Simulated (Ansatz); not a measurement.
# Mg5Se2: the cost of one run

Computed with Ansatz 0.2.0 (DFT PBE, scalar-relativistic, plane waves, PAW, unless a step names another level, unless a step's input says otherwise).

**1. Starting point**

Symmetry: R-3m, No. 166, trigonal system. The conventional cell has a = 3.735 Å, b = 3.735 Å, c = 41.674 Å, α = 90.00°, β = 90.00°, γ = 120.00°. Around Mg (site symmetry 3m) lie 3 Se at 2.70 Å. Around Mg (site symmetry -3m) lie 6 Se at 2.71 Å. Mg (site symmetry 3m) has 12 Mg at 3.26 to 3.73 Å as nearest neighbours. Around Se (site symmetry 3m) lie 6 Mg at 2.70 to 2.71 Å.

Structure file:

```xyz
7
Lattice="1.8675 1.0782 13.8912 -1.8675 1.0782 13.8912 0.0000 -2.1564 13.8912" Properties=species:S:1:pos:R:3 pbc="T T T"
Mg    0.0000    0.0000   24.5174
Mg    0.0000    0.0000    0.0000
Mg    0.0000    0.0000   17.1564
Mg    0.0000    0.0000    5.7206
Mg    0.0000    0.0000   35.9531
Se    0.0000    0.0000   12.2553
Se    0.0000    0.0000   29.4184
```

It came out lowest among 18 distinct ends of the trial cells. At a tolerance of 0.05 Å it has space group R-3m (No. 166).

**2. A stricter relaxation, on the response runs' mesh and smearing**

The input, input.yaml:

```yaml
crystal:
  lattice:
    - [1.8674645187, 1.0781811426, 13.891236014]
    - [-1.8674645187, 1.0781811426, 13.891236014]
    - [0.0, -2.1563622852, 13.891236014]
  atoms:
    - { symbol: Mg, position: [0.5883170687, 0.5883170687, 0.5883170687] }
    - { symbol: Mg, position: [0.0, 0.0, 0.0] }
    - { symbol: Mg, position: [0.4116829313, 0.4116829313, 0.4116829313] }
    - { symbol: Mg, position: [0.1372722717, 0.1372722717, 0.1372722717] }
    - { symbol: Mg, position: [0.8627277283, 0.8627277283, 0.8627277283] }
    - { symbol: Se, position: [0.2940775831, 0.2940775831, 0.2940775831] }
    - { symbol: Se, position: [0.7059224169, 0.7059224169, 0.7059224169] }
basis:
  ecutwfc: 420
kpoints:
  mp_grid: { grid: [12, 12, 12] }
hamiltonian:
  xc: pbe
scf:
  occupations: { method: gaussian, width: 0.1 }
output:
  forces: true
  stress: true
  eigenvalues: true
relax:
  adjacent_minimum: "off"
  f_tol: 0.001
  max_steps: 60
  cell: { stress_tol: 0.01 }
```

Started as:

```console
> ansatz run input.yaml --threads 3 --pin off --max-ram 7680MiB --backend cpu --events-out ev --progress --plain --runs-dir out
```

What time and memory should one allow on 3 threads of Intel Xeon 6975P-C (Granite Rapids), shared host?

About 44 s, with a peak of 1.3 GiB.
